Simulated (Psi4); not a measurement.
# AgH (SMILES [AgH]): a first try and a second

Aim: the energy of AgH at SVWN5/3-21G (ddCOSMO dimethylsulfoxide).

Program for the calculation: Psi4 1.11.

2 further runs of the same task are left out: 1 that didn't finish, 1 set aside as unsound or not needed.

## (1) Starting point

AgH has 2 atoms, charge 0, and is taken as a singlet. As SMILES, `[AgH]`. The bond length is the measured one.

Bond lengths: Ag1–H2 1.618 Å.

## (2) First attempt

agh.py

```python
import psi4

psi4.set_memory(1600000000)
psi4.set_num_threads(1)
psi4.set_output_file('output.dat', False)

mol = psi4.geometry("""
Ag     0.000000     0.000000     0.000000
H      0.000000     0.000000     1.618100
units bohr
symmetry c1
""")

psi4.set_options({
    'basis': '3-21G',
    'reference': 'rks',
    'scf_type': 'pk',
    'maxiter': 60,
    'ddx': True,
    'ddx_model': 'cosmo',
    'ddx_solvent': 'dimethylsulfoxide',
    'ddx_radii_set': 'uff',
})

e = psi4.energy("scf", dft_functional={"name": "SVWN5", "x_functionals": {"LDA_X": {}}, "c_functionals": {"LDA_C_VWN": {}}})
print(f'total energy {e:.8f} hartree = {e * 27.211386:.5f} eV')
```

The run is started by

```bash
$ python agh.py
```

output.dat:

```text
Psi4 1.11 release

  PCM or DDX continuum solvation does not make use of molecular symmetry: further calculations in C1 point group.

   => Loading Basis Set <=

    Name: 3-21G
    Role: ORBITAL
    Keyword: BASIS

         ---------------------------------------------------------
                                   SCF
                              RKS Reference
                        1 Threads,   1525 MiB Core
         ---------------------------------------------------------

  ==> Geometry <==

    Molecular point group: c1
    Full point group: C_inf_v

    Geometry (in Bohr), charge = 0, multiplicity = 1:

       Center              X                  Y                   Z               Mass
    ------------   -----------------  -----------------  -----------------  -----------------
         AG           0.000000000000     0.000000000000    -0.015111830312   106.905091600000
         H            0.000000000000     0.000000000000     1.602988169688     1.007825032230

  Running in c1 symmetry.

  Rotational constants: A = ************  B =     23.02891  C =     23.02891 [cm^-1]
  Rotational constants: A = ************  B = 690389.40453  C = 690389.40453 [MHz]
  Nuclear repulsion =   29.046412459056921

  Charge       = 0
  Multiplicity = 1
  Electrons    = 48
  Nalpha       = 24
  Nbeta        = 24

  ==> Algorithm <==

[... 65 lines left out ...]
    Weights Tolerance      =       1.00E-15
[... 100 lines left out ...]
  ==> Iterations <==

                        Total Energy        Delta E     RMS |[F,P]|

   @RKS iter SAD: -5168.72664293084745   -5.16873e+03   0.00000e+00
   @RKS iter   1: -5171.40656221563950   -2.67992e+00   4.96873e-02 ADIIS/DIIS
   @RKS iter   2: -5155.96976474312487    1.54368e+01   1.12475e-01 ADIIS
   @RKS iter   3: -5173.10119432858482   -1.71314e+01   4.18841e-02 ADIIS/DIIS
   @RKS iter   4: -5174.30291022669371   -1.20172e+00   3.37241e-03 ADIIS/DIIS
   @RKS iter   5: -5173.79302807828753    5.09882e-01   1.76652e-02 ADIIS/DIIS
   @RKS iter   6: -5174.29811257614256   -5.05084e-01   5.22970e-03 ADIIS/DIIS
   @RKS iter   7: -5174.29468532615283    3.42725e-03   5.79223e-03 ADIIS/DIIS
   @RKS iter   8: -5174.30179082057657   -7.10549e-03   4.63122e-03 ADIIS/DIIS
   @RKS iter   9: -5173.77537612661399    5.26415e-01   1.84675e-02 ADIIS/DIIS
[... 41 lines of further cycles ...]
   @RKS iter  51: -5173.76318238683689    6.73157e-04   1.90068e-02 ADIIS/DIIS
   @RKS iter  52: -5173.75891794717700    4.26444e-03   1.91739e-02 ADIIS/DIIS
   @RKS iter  53: -5174.31058432755981   -5.51666e-01   2.73997e-03 ADIIS/DIIS
   @RKS iter  54: -5174.31050918397796    7.51436e-05   2.76865e-03 ADIIS/DIIS
   @RKS iter  55: -5174.31299334530195   -2.48416e-03   1.94491e-03 ADIIS/DIIS
   @RKS iter  56: -5174.00562911700672    3.07364e-01   1.51583e-02 ADIIS/DIIS
   @RKS iter  57: -5174.31429351680526   -3.08664e-01   9.19130e-04 ADIIS/DIIS
   @RKS iter  58: -5173.79943809667566    5.14855e-01   1.75777e-02 ADIIS/DIIS
   @RKS iter  59: -5173.81312021794474   -1.36821e-02   1.75137e-02 ADIIS/DIIS
   @RKS iter  60: -5173.79318597632755    1.99342e-02   1.77734e-02 ADIIS/DIIS

PsiException: Could not converge SCF iterations in 60 iterations.

  Failed to converge.
```

The script printed:

```text
Traceback (most recent call last):
  File "agh.py", line 25, in <module>
    e = psi4.energy("scf", dft_functional={"name": "SVWN5", "x_functionals": {"LDA_X": {}}, "c_functionals": {"LDA_C_VWN": {}}})
psi4.driver.p4util.exceptions.SCFConvergenceError: Could not converge SCF iterations in 60 iterations.
```

Wall time 5.7 s (1 thread of Intel Xeon Platinum 8488C (Sapphire Rapids), shared host); peak memory 0.21 GiB.

## (3) What went wrong

No converged result was reached.

The telling line is `psi4.driver.p4util.exceptions.SCFConvergenceError: Could not converge SCF iterations in 60 iterations.`. What is wrong: the coordinates are read in the wrong unit, so the molecule is scaled by the ratio of bohr to ångström. As the program read them, the closest atoms are 0.86 Å apart, against 1.62 Å in the sound input.

## (4) Second attempt

agh.xyz

```xyz
2
AgH
Ag     0.000000     0.000000     0.000000
H      0.000000     0.000000     1.618100
```

calc.py

```python
import psi4

psi4.set_memory(1600000000)
psi4.set_num_threads(1)
psi4.core.set_output_file('psi4.out', False)

with open('agh.xyz') as f:
    atoms = ''.join(f.readlines()[2:])
molecule = psi4.geometry('0 1\n' + atoms + 'symmetry c1')

options = {'basis': '3-21G', 'reference': 'rks', 'scf_type': 'pk', 'ddx': True, 'ddx_model': 'cosmo', 'ddx_solvent': 'dimethylsulfoxide', 'ddx_radii_set': 'uff'}
psi4.set_options(options)

E = psi4.energy("scf", dft_functional={"name": "SVWN5", "x_functionals": {"LDA_X": {}}, "c_functionals": {"LDA_C_VWN": {}}}, molecule=molecule)
print('E =', round(E, 9))
for k, v in sorted(psi4.core.scalar_variables().items()):
    print(f'{k:45s} {v:18.10f}')
```

The run is started by

```bash
$ python calc.py
```

psi4.out:

```text
[...]
  Running in c1 symmetry.
[...]
  Nuclear repulsion =   15.370699525054075
[...]
  Multiplicity = 1
[...]
  Nalpha       = 24
  Nbeta        = 24
[...]
    Number of basis functions: 41
[...]
   @RKS iter   1: -5170.12919515394879   -1.75701e+00   5.36013e-02 DIIS/ADIIS
[...]
   @RKS iter   9: -5171.83881540860421   -1.91994e-09   9.03667e-08 DIIS
[...]
    Orbital Energies [Eh]
    ---------------------
    Doubly Occupied:
       1A   -895.260644     2A   -129.479558     3A   -120.151297
       4A   -120.150327     5A   -120.150327     6A    -23.703881
       7A    -19.755594     8A    -19.755594     9A    -19.755554
      10A    -13.388005    11A    -13.387239    12A    -13.387230
      13A    -13.386653    14A    -13.386653    15A     -3.186271
      16A     -1.953679    17A     -1.942601    18A     -1.942601
      19A     -0.316188    20A     -0.250962    21A     -0.250962
      22A     -0.243175    23A     -0.242871    24A     -0.193044
[...]
  @RKS Final Energy: -5171.83881540860421
   => Energetics <=
    Nuclear Repulsion Energy =             15.3706995250540750
    One-Electron Energy =               -7186.6793363215037971
    Two-Electron Energy =                2140.5948490321552526
    DFT Exchange-Correlation Energy =    -141.0961074741510970
    Empirical Dispersion Energy =           0.0000000000000000
    VV10 Nonlocal Energy =                  0.0000000000000000
    DD Solvation Energy =                 -0.0289201701593377
    Total Energy =                      -5171.8388154086042050
[...]
 Multipole Moments:
 ------------------------------------------------------------------------------------
     Multipole            Electronic (a.u.)      Nuclear  (a.u.)        Total (a.u.)
 ------------------------------------------------------------------------------------
 L = 1.  Multiply by 2.5417464519 to convert [e a0] to [Debye]
 Dipole X            :          0.0000000            0.0000000            0.0000000
 Dipole Y            :         -0.0000000            0.0000000           -0.0000000
 Dipole Z            :         -3.7354918            1.6870193           -2.0484725
 Magnitude           :                                                    2.0484725
[...]
```

On the terminal:

```text
E = -5171.838815409
CURRENT ENERGY                                  -5171.8388154086
CURRENT REFERENCE ENERGY                        -5171.8388154086
DD SOLVATION ENERGY                                -0.0289201702
DFT FUNCTIONAL TOTAL ENERGY                     -5171.8098952384
DFT TOTAL ENERGY                                -5171.8098952384
DFT VV10 ENERGY                                     0.0000000000
DFT XC ENERGY                                    -141.0961074742
GRID ELECTRONS ALPHA                               23.9999996220
GRID ELECTRONS BETA                                23.9999996220
GRID ELECTRONS TOTAL                               47.9999992440
NUCLEAR REPULSION ENERGY                           15.3706995251
ONE-ELECTRON ENERGY                             -7186.6793363215
PCM POLARIZATION ENERGY                             0.0000000000
PE ENERGY                                           0.0000000000
SCF ITERATION ENERGY                            -5171.8388154086
SCF ITERATIONS                                      9.0000000000
SCF TOTAL ENERGY                                -5171.8388154086
TWO-ELECTRON ENERGY                              2140.5948490322
XC GRID RADIAL POINTS                              75.0000000000
XC GRID SPHERICAL POINTS                          302.0000000000
XC GRID TOTAL POINTS                            43426.0000000000
```

Run time: 2.2 s. Hardware: 1 thread of Intel Xeon Platinum 8488C (Sapphire Rapids), shared host; peak memory 0.21 GiB.

## (5) Results

At SVWN5/3-21G (ddCOSMO dimethylsulfoxide):

| quantity | value |
| --- | --- |
| total energy | -5171.83882 Eh |
| dipole moment | 5.21 D |
| HOMO energy | -5.25 eV |
| LUMO energy | -0.92 eV |
| HOMO–LUMO gap | 4.33 eV |
| solvent term in the energy | -75.9 kJ/mol |

In words: Relativity is left out although the molecule holds a heavy atom.
